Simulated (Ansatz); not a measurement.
# CH₃ClOSi: up Jacob's ladder to CCSD(T)

One table from this session's results is given with a row withheld; the runs are named, their logs left out.

Computed with Ansatz 0.2.0, Gaussian basis. Level: functionals in def2-TZVPP, the program's frozen cores in correlated methods.

Plan: LDA (SPW92), PBE-D4, revPBE-D4, BLYP-D4, r2SCAN-D4, B97M-V, PBE0-D4, B3LYP-D4, r2SCANh-D4, r2SCAN0-D4, HSE06-D4, BHLYP-D4, CAM-B3LYP-D4, LC-ωPBE, ωB97X-V, ωB97M-V, B2PLYP, PBE-QIDH; CCSD(T)/def2-SVP; CCSD(T)/def2-TZVPP; MP2/def2-QZVPP; extrapolation to the limit; RPA on PBE.

### The geometry

All runs share one geometry, relaxed beforehand with PBE0-D4 in a triple-zeta def2 set.

SMILES `O=C[SiH2]Cl`, 7 atoms, charge 0, spin multiplicity 1.

Atoms are counted from 1 here; the program's logs count them from 0.

Bond lengths: O1–C2 1.204 Å, C2–Si3 1.924 Å, C2–H5 1.115 Å, Si3–Cl4 2.052 Å, Si3–H6 1.480 Å, Si3–H7 1.480 Å. Angles: O1–C2–Si3 118.9°, O1–C2–H5 120.5°, Si3–C2–H5 120.6°, C2–Si3–Cl4 109.2°, C2–Si3–H6 108.8°, C2–Si3–H7 108.8°, Cl4–Si3–H6 109.4°, Cl4–Si3–H7 109.5°, H6–Si3–H7 111.2°.

The first run:

Contents of in.yaml:

```yaml
crystal:
  periodic: [false, false, false]
  atoms:
    - {symbol: O, position_ang: [0.367871, -1.646660, 1.222454]}
    - {symbol: C, position_ang: [0.028252, -1.165346, 0.172694]}
    - {symbol: Si, position_ang: [0.031289, 0.749189, -0.018021]}
    - {symbol: Cl, position_ang: [-0.581768, 1.238115, -1.914539]}
    - {symbol: H, position_ang: [-0.283256, -1.818677, -0.674949]}
    - {symbol: H, position_ang: [-0.909051, 1.327809, 0.967808]}
    - {symbol: H, position_ang: [1.407961, 1.247569, 0.198852]}
basis:
  gaussian: {orbitals: def2-TZVPP}
hamiltonian: {xc: lda}
output: {orbitals: {seedname: orbitals}}
```

Command:

```
$ ansatz run in.yaml --threads 2 --pin off --events-out ev --progress --plain --max-ram 4352MiB
```

Steps of the session up to this table: LDA; PBE-D4 (GGA); revPBE-D4 (GGA); BLYP-D4 (GGA); r2SCAN-D4 (meta-GGA); B97M-V (meta-GGA); PBE0-D4 (hybrid); B3LYP-D4 (hybrid); r2SCANh-D4 (hybrid); r2SCAN0-D4 (hybrid); HSE06-D4 (hybrid); BHLYP-D4 (hybrid); CAM-B3LYP-D4 (range-separated); LC-ωPBE (range-separated); ωB97X-V (range-separated); ωB97M-V (range-separated); B2PLYP (double hybrid); PBE-QIDH (double hybrid).

One table of the session follows, with a row left open; its other results are not shown here.

It belongs to the step «Frontier levels by functional». 

```
  functional  HOMO (eV)  LUMO (eV)  gap (eV)
 LDA (SPW92)      -6.10      -3.43      2.66
      PBE-D4      -5.97      -3.17      2.79
   revPBE-D4      -5.91      -3.08      2.84
     BLYP-D4      -5.88      -3.03      2.86
   r2SCAN-D4      -6.24      -2.99      3.25
      B97M-V      -6.40      -2.94      3.46
     PBE0-D4      -7.42      -2.03      5.39
    B3LYP-D4      -7.21      -2.28      4.93
  r2SCANh-D4      -6.79      -2.56      4.23
  r2SCAN0-D4          ?          ?         ?
    HSE06-D4      -7.02      -2.42      4.60
    BHLYP-D4      -8.86      -0.80      8.05
CAM-B3LYP-D4      -8.83      -0.79      8.04
     LC-ωPBE     -10.10       0.46     10.56
     ωB97X-V      -9.80       0.36     10.16
     ωB97M-V      -9.70       0.26      9.97
```

**Question.** Estimate the row for r2SCAN0-D4.

Worked estimate for «HOMO (eV)». Against the share of exact exchange, r2SCAN-D4 (0, -6.24), r2SCANh-D4 (0.1, -6.79) give a slope of -5.50 per unit share; at 0.25 the line stands at -7.61.

**Answer.** HOMO (eV): -7.62; LUMO (eV): -1.93; gap (eV): 5.69. In «HOMO (eV)» the line misses by +0.01.
